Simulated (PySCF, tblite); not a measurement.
# C2H10B3N3O: geometry, infrared bands and NMR shifts

Wanted: the infrared bands and NMR shifts of C2H10B3N3O (`COCB1NBNBN1`), by calculation.

Computed with tblite 0.8.0 and PySCF 2.14.0, with density-fitted response routines of our own, on a single molecule in the gas phase. Atoms count from 0, in the outputs and in this text.

### Step 1. The starting structure

19 atoms, charge 0, multiplicity 1; geometry from: force field or distance geometry start.

Bonds of the start (Å): C0–O1 1.42, O1–C2 1.39, C2–B3 1.60, B3–N4 1.53, N4–B5 1.50, B5–N6 1.53, N6–B7 1.54, B7–N8 1.52, N8–B3 1.53, C0–H9 1.09, C0–H10 1.11, C0–H11 1.12, C2–H12 1.11, C2–H13 1.09, N4–H14 1.03, B5–H15 1.18, N6–H16 1.04, B7–H17 1.20, N8–H18 1.03.

### Step 2. Relaxing the molecule with GFN2-xTB

The job: settings as JSON, then the geometry in Å.

```
{"job": {"kind": "relax", "xc": "GFN2-xTB", "basis": "xTB"}, "charge": 0, "multiplicity": 1}
C      3.316800    -0.258500     0.288400
O      1.964200    -0.239300     0.725400
C      1.208100    -0.035000    -0.424100
B     -0.348400     0.007100    -0.041200
N     -0.899600     1.412300     0.226000
B     -2.377700     1.341400     0.457800
N     -3.097500     0.132200    -0.139600
B     -2.505900    -1.131300     0.522300
N     -0.998200    -1.153400     0.714700
H      4.003700    -0.416900     1.123900
H      3.348800    -1.023400    -0.512900
H      3.449500     0.744400    -0.189100
H      1.452000     0.958500    -0.853700
H      1.456000    -0.784100    -1.174300
H     -0.362800     1.921800     0.937600
H     -2.940900     2.311100     0.832500
H     -2.787000     0.089300    -1.132900
H     -3.210200    -1.778100     1.255500
H     -0.680500    -2.088900     0.406500
```

Launch:

```bash
> OMP_NUM_THREADS=1 python probes_run.py task.json out
```

The driver reads the jobs from task.json and runs them one after another.

**Question.** This job is followed by: GFN2-xTB harmonic vibrations, gas phase; GIAO PBE0/pcSseg-1 NMR shielding, non-relativistic, gas phase. What will the session give for the following? strongest single infrared mode (GFN2-xTB); zero-point energy (GFN2-xTB); 13C shifts against TMS (PBE0/pcSseg-1); 1H shifts against TMS (PBE0/pcSseg-1, means over atoms taken as alike); 17O shifts against H2O (PBE0/pcSseg-1); 11B shifts against BF3·OEt2 (PBE0/pcSseg-1, means over atoms taken as alike); 15N shifts against NH3 (PBE0/pcSseg-1, means over atoms taken as alike).

**Answer**, as computed:

| quantity | value |
| --- | --- |
| strongest single infrared mode (GFN2-xTB) | 1422 cm⁻¹, 712 km/mol |
| zero-point energy (GFN2-xTB) | 93.5 kcal/mol |
| 13C shifts against TMS (PBE0/pcSseg-1) | 68.5, 64.1 ppm |
| 1H shifts against TMS (PBE0/pcSseg-1, means over atoms taken as alike) | 5.93, 5.91, 4.75, 3.51, 3.34 ppm |
| 17O shifts against H2O (PBE0/pcSseg-1) | 2.8 ppm |
| 11B shifts against BF3·OEt2 (PBE0/pcSseg-1, means over atoms taken as alike) | 30.4, 26.2 ppm |
| 15N shifts against NH3 (PBE0/pcSseg-1, means over atoms taken as alike) | 144.5, 138.0 ppm |

**Reading.** Over 158 steps the energy fell by 3.938 eV; of the close pairs, N6–B7 changed most, 1.544 to 1.419 Å. All 51 modes are real, so the xTB geometry is a minimum. The strongest single mode, at 1422 cm⁻¹, is spread over several atoms, N8, B3, B5 among them. Unscaled tight-binding wavenumbers are off by several per cent, some by more. Its intensities can rank the bands wrongly. The most deshielded carbon is C2 (sp3 CH2 bonded to B and O), at 68.5 ppm: pulled downfield by the heteroatom.
